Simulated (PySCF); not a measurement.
Here is a PySCF 2.14.0 calculation.

run.py

```python
import json
import numpy as np
from pyscf.pbc import gto, scf, dft, df
from pyscf.pbc.tools import pyscf_ase
from ase.io import read

atoms = read('GaBrF2.xyz')
cell = pyscf_ase.cell_from_ase(atoms)
cell.basis = '6-31g*'
cell.exp_to_discard = 0
cell.precision = 1e-08
cell.max_memory = 2520  # MB
cell.verbose = 4
cell.build()

res = {}
kpts = cell.make_kpts([1, 1, 1])
mf = dft.KRKS(cell, kpts, xc='pbe')
mf = mf.density_fit()
mf.with_df._cderi_to_save = 'cderi.h5'
mf.with_df.build(j_only=False)
mf.conv_tol = 1e-07
mf.max_cycle = 60

mf.kernel()
res.update(converged=bool(mf.converged), e_tot=mf.e_tot, nelec=cell.nelectron, nao=cell.nao, mesh=list(map(int, cell.mesh)), a=cell.lattice_vectors().tolist(), coords=cell.atom_coords().tolist(),
           mo_energy=[np.real(x).tolist() for x in mf.mo_energy], mo_occ=[np.real(x).tolist() for x in mf.mo_occ])
res.update(kpts=cell.get_scaled_kpts(kpts).tolist())
res['parts'] = {k: float(np.real(v)) for k, v in mf.scf_summary.items() if np.isscalar(v)}
json.dump(res, open('results.json', 'w'))
if not mf.converged:
    raise SystemExit('SCF not converged')

print('levels (eV)')
for i, kp in enumerate(res['kpts'][:40]):
    print('k %7.4f %7.4f %7.4f  ' % tuple(kp), ' '.join('%.3f' % (x * 27.211386) for x in res['mo_energy'][i][:47]))

# Mulliken populations
dm, s = np.asarray(mf.make_rdm1()), np.asarray(mf.get_ovlp())
sites = cell.aoslice_by_atom()[:, 2:]
tot = np.einsum('kij,kji->i', dm, s).real / len(kpts)
res['mulliken'] = [cell.atom_charge(i) - tot[a0:a1].sum() for i, (a0, a1) in enumerate(sites)]
print('Mulliken charges', np.round(res['mulliken'], 5))
res['meta_lowdin'] = mf.mulliken_meta()[1].tolist()

# density on a uniform mesh
grids = dft.gen_grid.UniformGrids(cell)
grids.mesh = [61, 57, 67]
grids.build()
ni = dft.numint.KNumInt()
rho = [ni.get_rho(cell, x, grids, kpts) for x in [dm]]
np.save('rho.npy', np.reshape(rho, (-1, *grids.mesh)))
res['done'] = True
json.dump(res, open('results.json', 'w'))
```

GaBrF2.xyz

```xyz
4
Lattice="12.0000000000 0.0000000000 0.0000000000 0.0000000000 11.0000000000 0.0000000000 0.0000000000 0.0000000000 13.0000000000" Properties=species:S:1:pos:R:3 pbc="T T T"
F      4.8270500400      4.8381999600      8.0950000300
Ga     5.6750499600      5.2250999900      6.6365999700
F      7.3123500000      4.6716000100      6.5440000600
Br     4.7136500400      6.3703999700      4.9729999800
```

Potentials or basis: 6-31g* (all-electron).

The run is started by

```sh
$ OMP_NUM_THREADS=2 python -u run.py > log
```

(1) Predict the meta-löwdin charges.

(2) Estimate the gap between the frontier levels.

Results:

(1) F -0.38; Ga +0.91; Br -0.16 e.

(2) 4.78 eV.

Caveat: this is a molecule in a periodic box at the Γ point, so its band gap is the HOMO-LUMO gap; relativity is left out, which matters for the heavier elements; the basis of atomic orbitals isn't converged, which shifts pressures, moduli and gaps.
